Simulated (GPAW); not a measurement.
A calculation with GPAW 26.7.0 of ScSi2 (ASE script, structure typed inline):

run.py

```python
from ase import Atoms
from ase.dft.bandgap import bandgap
from ase.io import write
from ase.units import GPa
from gpaw import GPAW, PW

atoms = Atoms(['Sc', 'Si', 'Si'],
              cell=[[3.66, 0.0, 0.0],
                    [-1.83, 3.1696529779, 0.0],
                    [0.0, 0.0, 3.87]],
              scaled_positions=[[0.0, 0.0, 0.0],
                                [0.6666666667, 0.3333333333, 0.5],
                                [0.3333333333, 0.6666666667, 0.5]],
              pbc=True)

calc = GPAW(mode=PW(600),
            xc='PBE',
            kpts={'size': (8, 8, 7), 'gamma': True},
            occupations={'name': 'fermi-dirac', 'width': 0.05},
            nbands=21,
            convergence={'density': 1e-05, 'energy': 1e-05},
            maxiter=150,
            txt='gpaw.txt')
atoms.calc = calc
energy = atoms.get_potential_energy()
forces = atoms.get_forces()
stress = atoms.get_stress()
calc.write('gs.gpw')
write('result.traj', atoms)
print(f'Energy: {energy:.6f} eV')
print('Forces (eV/A):')
print(forces.round(4))
print('Stress (GPa):', (stress / GPa).round(3))
print('Fermi level:', round(calc.get_fermi_level(), 4), 'eV')
print(f'Gap: {bandgap(calc)[0]:.4f} eV, direct: {bandgap(calc, direct=True)[0]:.4f} eV')
```

Potentials or basis: GPAW PAW data sets (gpaw-data 1.2.1), pw.

Command:

```sh
$ OMP_NUM_THREADS=1 python run.py
```

Task: Write the same calculation in another form: native input, structure from a P1 CIF.

Result: As run:

The input run.py:

```python
from ase.io import read
from gpaw import PW
from gpaw.dft import DFT

atoms = read('ScSi2.cif')

dft = DFT(atoms,
          mode=PW(600),
          xc='PBE',
          kpts={'size': (8, 8, 7), 'gamma': True},
          occupations={'name': 'fermi-dirac', 'width': 0.05},
          nbands=21,
          convergence={'density': 1e-05, 'energy': 1e-05},
          maxiter=150,
          txt='gpaw.txt')
print(f'Energy: {dft.calculate_energy():.6f} eV')
print('Forces (eV/A):')
print(dft.calculate_forces().round(4))
print('Stress (eV/A^3):', dft.calculate_stress().round(6))
dft.write_gpw_file('gs.gpw')
```

File ScSi2.cif:

```cif
data_ScSi2
_cell_length_a 3.66000000
_cell_length_b 3.66000000
_cell_length_c 3.87000000
_cell_angle_alpha 90.00000000
_cell_angle_beta 90.00000000
_cell_angle_gamma 120.00000000
_space_group_name_H-M_alt 'P1'
_space_group_name_Hall 'P 1'
_space_group_IT_number 1
loop_
_space_group_symop_operation_xyz
'x,y,z'
loop_
_atom_site_label
_atom_site_type_symbol
_atom_site_symmetry_multiplicity
_atom_site_Wyckoff_symbol
_atom_site_fract_x
_atom_site_fract_y
_atom_site_fract_z
_atom_site_occupancy
Sc1 Sc 1 a 0.0000000000 0.0000000000 0.0000000000 1
Si1 Si 1 a 0.6666666667 0.3333333333 0.5000000000 1
Si2 Si 1 a 0.3333333333 0.6666666667 0.5000000000 1
```

Potentials or basis: GPAW PAW data sets (gpaw-data 1.2.1), pw.

Run with:

```console
$ OMP_NUM_THREADS=1 python run.py
```

Both were run:

|  | ASE script, structure typed inline | native input, structure from a P1 CIF |
| --- | --- | --- |
| Pressure | 25.5 GPa | 25.5 GPa |
| Band gap on the k mesh | none (metal or under the smearing width) | none (metal or under the smearing width) |

Keys that steer only the numerical path or the files written may differ.

Caveat: so large a pressure means that the cell lies far from this level's equilibrium, or that cutoff or potentials fall short.
